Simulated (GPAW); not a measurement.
The system is YTiF5.

```xyz
7
Lattice="-2.0955 3.4780 4.2156 2.0955 -3.4780 4.2156 2.0955 3.4780 -4.2156" Properties=species:S:1:pos:R:3 pbc="T T T"
Y     0.0000    0.0000    4.2156
Ti    0.0000    0.0000    0.0000
F     0.0000    3.4780    0.0000
F     0.0000    0.0000    6.4148
F     0.0000    0.0000    2.0163
F     2.0955    1.2592    0.0000
F     0.0000    2.2188    4.2156
```

The cell comes from a database or a generator and needn't be the stable form of this composition.

Base run:

* Program: GPAW 26.7.0
* Functional: LDA
* Potentials or basis: the program's PAW data sets (release 1.2.1) made for this functional
* Cutoff: 800 eV
* Basis: pw
* k mesh: 5 × 5 × 5
* Occupations: fermi-dirac, width 0.05 eV
* Spin: no spin polarisation

Its results: pressure -9.6 GPa; largest force 0.646 eV/Å.

**Question.** The run is repeated on the same cell with these changes: cutoff from 800 eV to 600 eV; k mesh from 5 × 5 × 5 to 4 × 4 × 4. What comes out?

**Answer.** Pressure -8.6 GPa; largest force 0.652 eV/Å.

Caveats: some runs use coarse meshes; the cutoff is short for stress and forces, so pressures can be off by a GPa or more (some runs).

Not every run made on this cell is shown here.
